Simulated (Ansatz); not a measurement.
NiPt, space group P4/mmm: a fixed-spin-moment curve, run with the Ansatz DFT code, driven from Python.

`run_fsm.py`
```python
from dataclasses import dataclass

import ansatz as az


@dataclass
class Options:
    functional: str = "pbesol"
    mesh: tuple[int, ...] = (12, 12, 9)
    filling: str = "fermi_dirac"
    sigma: float = 0.1


settings = Options()

lattice = az.Lattice.of(
    (2.70994, 0.0, 0.0),
    (0.0, 2.70994, 0.0),
    (0.0, 0.0, 3.57832),
)
sites = [
    ("Ni", (0.5, 0.5, 0.5)),
    ("Pt", (0.0, 0.0, 0.0)),
]
system = az.Crystal(lattice=lattice)
for symbol, position in sites:
    system = system.atom(symbol, position)

job = (
    system.calculation()
    .functional(settings.functional)
    .kpoints(*settings.mesh, center="gamma")
    .basis(38 * az.Ry)
    .occupations(settings.filling, width=settings.sigma)
)
rows = []
for total in [0.0, 0.4, 0.9, 1.3, 1.8]:
    r = job.spin("collinear", total=total, lock="hard").run(threads=1).report
    up, down = r["spin_fermi_energies_ev"]
    rows.append((total, r["free_energy_ev"], up - down, r["absolute_magnetization_mub"]))
reference = rows[0][1]
rows = [(m, 1000 * (e - reference), split, size) for m, e, split, size in rows]
print("     total muB    F - F(0) meV  EF up - down eV    absolute muB")
for row in rows:
    print(f"{str(row[0]):>14s}  {row[1]:14.2f}  {row[2]:15.4f}  {row[3]:14.3f}")
best = min(rows, key=lambda row: row[1])
print(f"lowest at {best[0]} muB per cell, {best[1]:.1f} meV against the first point")
```

At which total moment is the energy lowest, and how steeply does it rise?

The lowest point lies at 0.9 μB a cell, 9.6 meV below the point at 0 μB; at 1.8 μB the energy is 163 meV above the lowest.

The output:

`python run_fsm.py` gives:
```text
RunWarning: this spin-polarised run has no starting moment large enough to seed its density, and nothing else in its deck makes the two spin channels differ, so an SCF from that start keeps the magnetisation at zero until it first converges, unless a state [...]
     total muB    F - F(0) meV  EF up - down eV    absolute muB
           0.0            0.00           0.0000           0.000
           0.4           -3.14          -0.0286           0.436
           0.9           -9.59          -0.0029           0.969
           1.3            6.48           0.2227           1.367
           1.8          153.46           1.0953           1.820
lowest at 0.9 muB per cell, -9.6 meV against the first point
```
(Warnings from the package without file and line, shortened.)

Spin-orbit coupling, which matters for elements this heavy, is left out. The structure comes from a database of computed cells and needn't be a stable or known phase. Only points where the Fermi levels of the two spins meet (minima, maxima and zero moment) are free solutions; a shallow minimum can lie between the points. Wall time of the script: 98 s on 1 thread of Arm Neoverse V1, with other jobs on the host, peak memory 0.55 GiB.
